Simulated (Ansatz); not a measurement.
# Cl2H6N2OSi2: one species, many methods

One table from this session's results is given with a row withheld; the runs are named, their logs left out.

Computed with Ansatz 0.2.0, Gaussian basis. Level: functionals in def2-TZVPP, the program's frozen cores in correlated methods.

Levels to be run: PBE-D4, r2SCAN-D4, PBE0-D4, B3LYP-D4, ωB97X-V, ωB97M-V, B2PLYP; CCSD(T)/def2-TZVPP; MP2/def2-QZVPP; extrapolation to the limit.

## Structure used throughout

An earlier PBE0-D4 in a triple-zeta def2 set relaxation fixed the geometry.

SMILES `N[SiH2]O[Si](N)(Cl)Cl`, 13 atoms, charge 0, spin multiplicity 1.

Atoms are counted from 1 here; the program's logs count them from 0.

Bond lengths: N1–Si2 1.700 Å, N1–H8 1.007 Å, N1–H9 1.007 Å, Si2–O3 1.659 Å, Si2–H10 1.480 Å, Si2–H11 1.479 Å, O3–Si4 1.606 Å, Si4–N5 1.684 Å, Si4–Cl6 2.042 Å, Si4–Cl7 2.062 Å, N5–H12 1.007 Å, N5–H13 1.006 Å. Angles: Si2–N1–H8 121.0°, Si2–N1–H9 121.5°, H8–N1–H9 111.5°, N1–Si2–O3 115.2°, N1–Si2–H10 108.2°, N1–Si2–H11 108.6°, O3–Si2–H10 106.7°, O3–Si2–H11 105.2°, H10–Si2–H11 112.9°, Si2–O3–Si4 139.2°, O3–Si4–N5 109.0°, O3–Si4–Cl6 112.4°, O3–Si4–Cl7 107.5°, N5–Si4–Cl6 107.8°, N5–Si4–Cl7 114.5°, Cl6–Si4–Cl7 105.6°, Si4–N5–H12 120.1°, Si4–N5–H13 121.0° and more.

Set-up of the first run:

The input, in.yaml:

```yaml
crystal:
  periodic: [false, false, false]
  atoms:
    - {symbol: N, position_ang: [-0.403006, -0.261165, -2.438871]}
    - {symbol: Si, position_ang: [0.821621, -0.766086, -1.373684]}
    - {symbol: O, position_ang: [0.497602, -0.535143, 0.236879]}
    - {symbol: Si, position_ang: [-0.386112, 0.425550, 1.173053]}
    - {symbol: N, position_ang: [0.130425, 0.265135, 2.767653]}
    - {symbol: Cl, position_ang: [-2.373630, -0.039191, 1.109135]}
    - {symbol: Cl, position_ang: [-0.239982, 2.336914, 0.413693]}
    - {symbol: H, position_ang: [-0.547726, 0.715279, -2.637912]}
    - {symbol: H, position_ang: [-1.250803, -0.791624, -2.554082]}
    - {symbol: H, position_ang: [2.046460, 0.007792, -1.676694]}
    - {symbol: H, position_ang: [1.009604, -2.224846, -1.527288]}
    - {symbol: H, position_ang: [1.114461, 0.239669, 2.979635]}
    - {symbol: H, position_ang: [-0.418926, 0.627727, 3.528494]}
basis:
  gaussian: {orbitals: def2-TZVPP}
hamiltonian: {xc: pbe, dispersion: d4}
output: {forces: true, orbitals: {seedname: orbitals}}
```

Command:

```sh
ansatz run in.yaml --threads 2 --pin off --events-out ev --progress --plain --max-ram 22528MiB --backend cuda --devices 0, --max-vram 18GiB
```

Among the steps run: PBE-D4 (GGA); r2SCAN-D4 (meta-GGA); PBE0-D4 (hybrid); B3LYP-D4 (hybrid); ωB97X-V (range-separated); ωB97M-V (range-separated); B2PLYP (double hybrid); CCSD(T) in def2-TZVPP; MP2 in def2-QZVPP.

One of the session's tables, all rows but one given; the rest of the session is left out.

| method | atomisation energy (kcal/mol) |
| --- | --- |
| PBE-D4 | 1146.2 |
| r2SCAN-D4 | 1134.1 |
| PBE0-D4 | 1127.2 |
| B3LYP-D4 | 1132.2 |
| ωB97X-V | 1143.5 |
| ωB97M-V | 1143.7 |
| B2PLYP | 1118.8 |
| HF/def2-TZVPP | 804.6 |
| MP2/def2-TZVPP | 1125.2 |
| CCSD/def2-TZVPP | 1080.2 |
| CCSD(T)/def2-TZVPP | 1098.3 |
| MP2/CBS | 1166.4 |
| CCSD(T)/CBS | ? |

**Question.** Estimate the row for CCSD(T)/CBS.

The run gave: atomisation energy (kcal/mol): 1139.5. In the column «atomisation energy (kcal/mol)» it lies between r2SCAN-D4 (1134.1) and ωB97X-V (1143.5).
